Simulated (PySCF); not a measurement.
# C3H5B: the cost of one run

Computed with PySCF 2.14.0, with density-fitted response routines of our own, on a single molecule in the gas phase. Atoms are numbered from 0 throughout.

## (1) The starting structure

9 atoms, charge 0, multiplicity 1; geometry from: GFN2-xTB. The atoms were then displaced at random by about 0.01 Å, so the start is not that level's minimum.

Bonds of the start (Å): B0–C1 1.54, C1–C2 1.43, C2–C3 1.25, B0–H4 1.18, B0–H5 1.19, C1–H6 1.09, C1–H7 1.09, C3–H8 1.01.

## (2) Geometry optimisation at PBE0-D3(BJ)/def2-SVP

The job: settings as JSON, then the geometry in Å.

```
{"job": {"xc": "PBE0", "basis": "def2-SVP", "d3": "d3bj", "grid": 1, "shake": 0.01, "kind": "geom"}, "charge": 0, "multiplicity": 1}
B     -1.288700     0.752340     0.106880
C     -0.429760    -0.521990    -0.000310
C      0.988090    -0.321360    -0.072660
C      2.226020    -0.154170    -0.119260
H     -0.842970     1.839140     0.023280
H     -2.468180     0.652000     0.232220
H     -0.634670    -1.193700     0.837940
H     -0.720720    -1.062870    -0.900290
H      3.228690    -0.006540    -0.141520
```

Run with:

```
$ OMP_NUM_THREADS=1 python probes_run.py task.json out
```

The driver reads the jobs from task.json and runs them one after another.

Q: Estimate the wall time and peak memory of this first job on 1 thread of Arm Neoverse N1, shared host.

About 24 s, with a peak of 0.34 GiB.
